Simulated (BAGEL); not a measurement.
# SiHSF2 (SMILES F[SiH](F)[S]): ROHF/6-31G(d) (density fitting with qzvpp-jkfit, spherical functions)

What is the vertical doublet–quartet gap of SiHSF2 at ROHF/6-31G* (density fitting with qzvpp-jkfit, spherical functions)? 

The results are computed with BAGEL 1.2.2.

5 further runs of the same task are left out: 2 that didn't finish, 3 set aside as unsound or not needed. Runs told in other sessions of the task aren't counted.

## 1. The system as given

The species is SiHSF2 (5 atoms), meant as a doublet with charge 0. SMILES: `F[SiH](F)[S]`. The coordinates come from a PBE0-D4/def2-TZVP relaxation.

Bond lengths: F1–Si2 1.583 Å, Si2–F3 1.583 Å, Si2–S4 2.103 Å, Si2–H5 1.474 Å. Angles: F1–Si2–F3 105.5°, F1–Si2–S4 111.8°, F3–Si2–S4 111.9°, F1–Si2–H5 110.0°, F3–Si2–H5 110.0°, S4–Si2–H5 107.6°.

## 2. A single-point energy at ROHF/6-31G(d) (density fitting with qzvpp-jkfit, spherical functions)

Contents of job.json:

```json
{ "bagel": [

{
  "title": "molecule",
  "basis": "6-31gs.json",
  "df_basis": "qzvpp-jkfit",
  "angstrom": true,
  "geometry": [
    { "atom": "F", "xyz": [   -0.294700,   -0.440200,    1.515400 ] },
    { "atom": "Si", "xyz": [    0.087400,    0.010000,    0.046800 ] },
    { "atom": "F", "xyz": [    0.080600,    1.592500,    0.075600 ] },
    { "atom": "S", "xyz": [   -1.256200,   -0.752800,   -1.380300 ] },
    { "atom": "H", "xyz": [    1.432800,   -0.483300,   -0.298900 ] }
  ]
},
{
  "title": "rohf",
  "nopen": 1
},
{
  "title": "print",
  "file": "orbitals.molden",
  "orbitals": true
}

]}
```

The basis set 6-31G* is read from a file made from the Basis Set Exchange's data (not shown).

Command:

```sh
$ BAGEL_NUM_THREADS=1 BAGEL job.json > job.out
```

The log of the run:

```text
* using 1 threads per process

  ===============================================================
  ===============================================================

  *** Geometry ***

  { "atom" : "F", "xyz" : [     -0.556902,     -0.831857,      2.863691 ] },
  { "atom" : "Si", "xyz" : [      0.165162,      0.018897,      0.088439 ] },
  { "atom" : "F", "xyz" : [      0.152312,      3.009389,      0.142863 ] },
  { "atom" : "S", "xyz" : [     -2.373874,     -1.422586,     -2.608389 ] },
  { "atom" : "H", "xyz" : [      2.707600,     -0.913305,     -0.564839 ] },

  Number of auxiliary basis functions:      428

  Since a DF basis is specified, we compute 2- and 3-index integrals:
    o Being stored without compression. Storage requirement is 0.015 GB

  Number of basis functions:       66
  Number of electrons      :       49

    * METHOD: MOLECULE                             0.14

  *** Open-shell HF ***

  === Nuclear Repulsion ===
   219.0488923689

      * DIIS with orbital gradients will be used.

  === ROHF iteration (6-31gs.json) ===
      0       -885.79707947          0.04901490           0.07
      1       -885.93899370          0.03118139           0.07
      2       -885.98856150          0.01881766           0.07
      3       -886.01699214          0.00105405           0.07
      4       -886.01758099          0.00050768           0.07
      5       -886.01779314          0.00036063           0.07
      6       -886.01800131          0.00015594           0.07
      7       -886.01804248          0.00007134           0.07
      8       -886.01804886          0.00002631           0.07
      9       -886.01804924          0.00000986           0.07
     10       -886.01804932          0.00000435           0.07
     11       -886.01804933          0.00000123           0.07
     12       -886.01804933          0.00000040           0.07
     13       -886.01804933          0.00000016           0.07
     14       -886.01804933          0.00000007           0.07
     15       -886.01804933          0.00000005           0.07
     16       -886.01804933          0.00000002           0.07
     17       -886.01804933          0.00000001           0.07
    * SCF iteration converged.

    * S^2 (ROHF) is 0.7500

    * Permanent dipole moment:
           (   -0.359636,     0.231100,     0.232848) a.u.

    * METHOD: ROHF                                 1.37

    * METHOD: PRINT                                0.01

  ===============================================================
```

Run time: 1.6 s. Hardware: 1 thread of Arm Neoverse V2, shared host.

## 3. The quartet, same level

Contents of hf.json:

```json
{ "bagel": [

{
  "title": "molecule",
  "basis": "6-31gs.json",
  "df_basis": "qzvpp-jkfit",
  "angstrom": "true",
  "geometry": [
    { "atom": "F", "xyz": [      -0.294700,      -0.440200,       1.515400 ] },
    { "atom": "Si", "xyz": [       0.087400,       0.010000,       0.046800 ] },
    { "atom": "F", "xyz": [       0.080600,       1.592500,       0.075600 ] },
    { "atom": "S", "xyz": [      -1.256200,      -0.752800,      -1.380300 ] },
    { "atom": "H", "xyz": [       1.432800,      -0.483300,      -0.298900 ] }
  ]
},

{ "title": "rohf", "nopen": 3 },

{ "title": "print", "file": "orbitals.molden", "orbitals": "true" }

]}
```

The basis set 6-31G* is read from a file made from the Basis Set Exchange's data (not shown).

Command:

```sh
$ BAGEL_NUM_THREADS=1 BAGEL hf.json > hf.out
```

The log of the run:

```text
* using 1 threads per process

  ===============================================================
  ===============================================================

  *** Geometry ***

  { "atom" : "F", "xyz" : [     -0.556902,     -0.831857,      2.863691 ] },
  { "atom" : "Si", "xyz" : [      0.165162,      0.018897,      0.088439 ] },
  { "atom" : "F", "xyz" : [      0.152312,      3.009389,      0.142863 ] },
  { "atom" : "S", "xyz" : [     -2.373874,     -1.422586,     -2.608389 ] },
  { "atom" : "H", "xyz" : [      2.707600,     -0.913305,     -0.564839 ] },

  Number of auxiliary basis functions:      428

  Since a DF basis is specified, we compute 2- and 3-index integrals:
    o Being stored without compression. Storage requirement is 0.015 GB

  Number of basis functions:       66
  Number of electrons      :       49

    * METHOD: MOLECULE                             0.14

  *** Open-shell HF ***

  === Nuclear Repulsion ===
   219.0488923689

      * DIIS with orbital gradients will be used.

  === ROHF iteration (6-31gs.json) ===
      0       -885.42630229          0.05074286           0.07
      1       -885.60908545          0.03768972           0.07
      2       -885.69238669          0.02328035           0.07
      3       -885.74437411          0.00201889           0.07
      4       -885.75074143          0.00114531           0.07
      5       -885.75327118          0.00065706           0.07
      6       -885.75431102          0.00037758           0.07
      7       -885.75470278          0.00020696           0.07
      8       -885.75482570          0.00006688           0.07
      9       -885.75483570          0.00002633           0.07
     10       -885.75483660          0.00001264           0.07
     11       -885.75483759          0.00000843           0.07
     12       -885.75483725          0.00000596           0.07
     13       -885.75483742          0.00000399           0.07
     14       -885.75483734          0.00000153           0.07
     15       -885.75483741          0.00000052           0.07
     16       -885.75483744          0.00000024           0.07
     17       -885.75483744          0.00000013           0.07
     18       -885.75483743          0.00000007           0.07
     19       -885.75483743          0.00000005           0.07
     20       -885.75483742          0.00000003           0.07
     21       -885.75483742          0.00000001           0.07
     22       -885.75483742          0.00000001           0.07
    * SCF iteration converged.

    * S^2 (ROHF) is 3.7500

    * Permanent dipole moment:
           (    0.267283,     0.625444,     0.952871) a.u.

    * METHOD: ROHF                                 1.68

    * METHOD: PRINT                                0.01

  ===============================================================
```

It took 2 s on 1 thread of Arm Neoverse V2, shared host.

## 4. Outcome

Level: ROHF/6-31G* (density fitting with qzvpp-jkfit, spherical functions).

| quantity | value |
| --- | --- |
| doublet: total energy | -886.01805 Eh |
| doublet: dipole moment | 1.24 D |
| doublet: ⟨S²⟩ | 0.750 |
| quartet: total energy | -885.75484 Eh |
| quartet: dipole moment | 2.98 D |
| quartet: ⟨S²⟩ | 3.750 |
| vertical energy of the quartet above the doublet | 7.162 eV |

In words: At this shape the quartet lies 7.16 eV (165 kcal/mol) above the doublet.
